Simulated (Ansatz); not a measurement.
**CH₅BO₂S: how energies converge with the basis set**

One table from this session's results is given with a row withheld; the runs are named, their logs left out.

Computed with Ansatz 0.2.0, Gaussian basis. Level: one geometry, several basis sets.

Levels to be run: PBE0-D4/def2-SVP; ωB97M-V/def2-SVP; PBE0-D4/def2-QZVPP; ωB97M-V/def2-QZVPP; the functionals' def2-TZVPP values are taken from earlier runs.

## The geometry

The geometry comes from an earlier relaxation with PBE0-D4 in a triple-zeta def2 set; it is a stationary point, not always the lowest conformer.

10 atoms, charge 0, spin multiplicity 1.

Atoms are counted from 1 here; the program's logs count them from 0.

Bond lengths: C1–S2 1.807 Å, C1–H6 1.091 Å, C1–H7 1.089 Å, C1–H8 1.091 Å, S2–B3 1.831 Å, B3–O4 1.359 Å, B3–O5 1.359 Å, O4–H9 0.958 Å, O5–H10 0.958 Å. Angles: S2–C1–H6 111.3°, S2–C1–H7 107.1°, S2–C1–H8 111.3°, H6–C1–H7 108.1°, H6–C1–H8 110.6°, H7–C1–H8 108.1°, C1–S2–B3 102.8°, S2–B3–O4 119.3°, S2–B3–O5 124.2°, O4–B3–O5 116.5°, B3–O4–H9 114.2°, B3–O5–H10 114.3°.

The first run:

Contents of in.yaml:

```yaml
crystal:
  periodic: [false, false, false]
  atoms:
    - {symbol: C, position_ang: [-1.018609, 0.296894, 1.210281]}
    - {symbol: S, position_ang: [0.349190, -0.819366, 0.824921]}
    - {symbol: B, position_ang: [0.827648, -0.304052, -0.865720]}
    - {symbol: O, position_ang: [1.851648, -0.942782, -1.491544]}
    - {symbol: O, position_ang: [0.220899, 0.694405, -1.559470]}
    - {symbol: H, position_ang: [-1.853280, 0.154388, 0.522321]}
    - {symbol: H, position_ang: [-1.360454, 0.049094, 2.214272]}
    - {symbol: H, position_ang: [-0.693485, 1.338317, 1.209471]}
    - {symbol: H, position_ang: [2.255072, -1.640083, -0.972243]}
    - {symbol: H, position_ang: [-0.495629, 1.121985, -1.089391]}
basis:
  gaussian: {orbitals: def2-SVP}
hamiltonian: {xc: pbe0, dispersion: d4}
output: {orbitals: {seedname: orbitals}}
```

Steps of the session up to this table: PBE0-D4 in def2-SVP; ωB97M-V in def2-SVP; PBE0-D4 in def2-QZVPP; ωB97M-V in def2-QZVPP.

One of the session's tables, all rows but one given; the rest of the session is left out.

It belongs to the step «Functionals by basis». 

```
functional       basis  HOMO (eV)  LUMO (eV)
   PBE0-D4    def2-SVP          ?          ?
   PBE0-D4  def2-TZVPP      -7.19       0.30
   PBE0-D4  def2-QZVPP      -7.22      -0.02
   ωB97M-V    def2-SVP      -9.21       2.72
   ωB97M-V  def2-TZVPP      -9.38       1.89
   ωB97M-V  def2-QZVPP      -9.42       1.31
```

Q: Estimate the row for PBE0-D4, def2-SVP from the others.

The run gave: HOMO (eV): -7.04; LUMO (eV): 0.87. In the column «HOMO (eV)» it is the highest.
